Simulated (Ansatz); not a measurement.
Predict the output of the script below (the Ansatz DFT code, driven from Python).

Input file `clfh4n2si.xyz`:
```text
9

N    -1.08770    0.29750   -0.69230
Si    0.44210    0.01270   -0.27150
N     0.13740   -0.49500    1.28340
F     1.06720   -1.19750   -1.12210
Cl    1.61810    1.64870   -0.39730
H    -1.46880    1.07260   -0.06490
H    -1.09750    0.77530   -1.61890
H    -0.52430   -1.17940    1.22130
H     1.00180   -0.98120    1.64520
```

Script `disp_clfh4n2si.py`:
```python
'''Dispersion corrections for ClFH4N2Si.'''

import warnings

import ansatz as az


def main() -> None:
    warnings.simplefilter('ignore', az.DeckWarning)

    mol = az.Crystal.molecule_from_extxyz('clfh4n2si.xyz')

    calculation = mol.calculation().basis(gaussian='def2-SVP')
    for name in ['r2scan', 'revpbe']:
        for correction in ('d3bj', 'd4'):
            report = calculation.functional(name, dispersion=correction).run(threads=1, backend='cpu').report
            print(f'{name:8s} {correction:5s} total {report["free_energy_ev"]:.5f} eV, of which dispersion {1000 * report["dispersion"]["energy"]["ev"]:.2f} meV')


if __name__ == '__main__':
    main()
```

`python disp_clfh4n2si.py` gives:
```text
r2scan   d3bj  total -26151.33467 eV, of which dispersion -58.46 meV
r2scan   d4    total -26151.32889 eV, of which dispersion -52.69 meV
revpbe   d3bj  total -26149.78886 eV, of which dispersion -535.19 meV
revpbe   d4    total -26149.94346 eV, of which dispersion -689.79 meV
```

The settings weren't tested for convergence. The geometry is a force-field or estimated start, not a minimum of this method, and the basis set is short of its limit. D4 holds the three-body term, and d3bj doesn't. A dispersion term here runs with damping parameters fitted for another variant or functional. The script silences the warnings on its input, which a real study should read. Run time: 9.7 s on 1 thread of Intel(R) Xeon(R) Platinum 8488C (Sapphire Rapids) (shared host), peak memory 0.22 GiB.

(Lines on the test bed's own set-up are left out of the output.)
